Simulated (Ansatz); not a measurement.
# Ge3P4: what a guessed cell relaxes into

Aim: relax a trial structure of Ge3P4 and see where it ends.

Method: DFT PBE, scalar-relativistic, plane waves, PAW, in Ansatz 0.2.0.

### 1 Starting point

The structure is cubic, space group I-43d (No. 220). Conventional cell: a = 8.326 Å, b = 8.326 Å, c = 8.326 Å, α = 90.00°, β = 90.00°, γ = 90.00°. Ge (site symmetry -4) is surrounded by 4 P at 2.26 Å. Around P (site symmetry 3) lie 3 Ge at 2.26 Å.

Coordinates:

```
CELL_PARAMETERS angstrom
-4.16298 4.16298 4.16298
4.16298 -4.16298 4.16298
4.16298 4.16298 -4.16298
ATOMIC_POSITIONS crystal
Ge 0.25000 0.12500 0.87500
Ge 0.87500 0.25000 0.12500
Ge 0.75000 0.37500 0.62500
Ge 0.62500 0.75000 0.37500
Ge 0.12500 0.87500 0.25000
Ge 0.37500 0.62500 0.75000
P 0.55520 0.55520 0.55520
P 0.44480 0.50000 0.00000
P 0.50000 0.00000 0.94480
P 0.00000 0.44480 0.50000
P 0.94480 0.50000 0.00000
P 0.05520 0.05520 0.05520
P 0.00000 0.94480 0.50000
P 0.50000 0.00000 0.44480
```

Recipe of the guess: 3-, 4-connected net, the two elements on its two kinds of vertex (I-43d, No. 220). Lengths come from tabulated atomic sizes and are only a guess.

### 2 The guess as it stands, on a coarse mesh

Input file input.yaml:

```yaml
crystal:
  lattice:
    - [-4.16298153, 4.16298153, 4.16298153]
    - [4.16298153, -4.16298153, 4.16298153]
    - [4.16298153, 4.16298153, -4.16298153]
  atoms:
    - { symbol: Ge, position: [0.25, 0.125, 0.875] }
    - { symbol: Ge, position: [0.875, 0.25, 0.125] }
    - { symbol: Ge, position: [0.75, 0.375, 0.625] }
    - { symbol: Ge, position: [0.625, 0.75, 0.375] }
    - { symbol: Ge, position: [0.125, 0.875, 0.25] }
    - { symbol: Ge, position: [0.375, 0.625, 0.75] }
    - { symbol: P, position: [0.55519998, 0.55519998, 0.55519998] }
    - { symbol: P, position: [0.44480002, 0.5, 0.0] }
    - { symbol: P, position: [0.5, 0.0, 0.94480002] }
    - { symbol: P, position: [0.0, 0.44480002, 0.5] }
    - { symbol: P, position: [0.94480002, 0.5, 0.0] }
    - { symbol: P, position: [0.05519998, 0.05519998, 0.05519998] }
    - { symbol: P, position: [0.0, 0.94480002, 0.5] }
    - { symbol: P, position: [0.5, 0.0, 0.44480002] }
basis:
  ecutwfc: 420
kpoints:
  mp_grid: { grid: [4, 4, 4] }
hamiltonian:
  xc: pbe
scf:
  occupations: { method: gaussian, width: 0.1 }
  lower_state_search: "off"
output:
  forces: true
  stress: true
  eigenvalues: true
```

The run is started by

```sh
> ansatz run input.yaml --threads 1 --pin off --max-ram 2560MiB --backend cpu --events-out ev --progress --plain --runs-dir out
```

Further runs follow: a loose first relaxation; full relaxation; relaxation repeated from the relaxed cell.

Q: Predict the outcome of this session. Wanted: conventional cell; volume; energy over the elements, black P; gap on the mesh.

**Answer**, as computed:

```
                              quantity                                                                      value
symmetry at the end (tolerance 0.05 Å)                                                space group I-43d (No. 220)
                     conventional cell  a = 8.356 Å, b = 8.356 Å, c = 8.356 Å, α = 90.00°, β = 90.00°, γ = 90.00°
                                volume                                                              20.84 Å³/atom
     energy over the elements, black P                                                              +0.19 eV/atom
                       gap on the mesh                                                               none (metal)
```

**Reading.** The space group I-43d (No. 220) is kept, and the volume per atom grows by 1.1 % from the first guess. With a positive formation energy it can't be a ground state. No finished test with a distortion of lower symmetry is shown, so the end may be a saddle point.
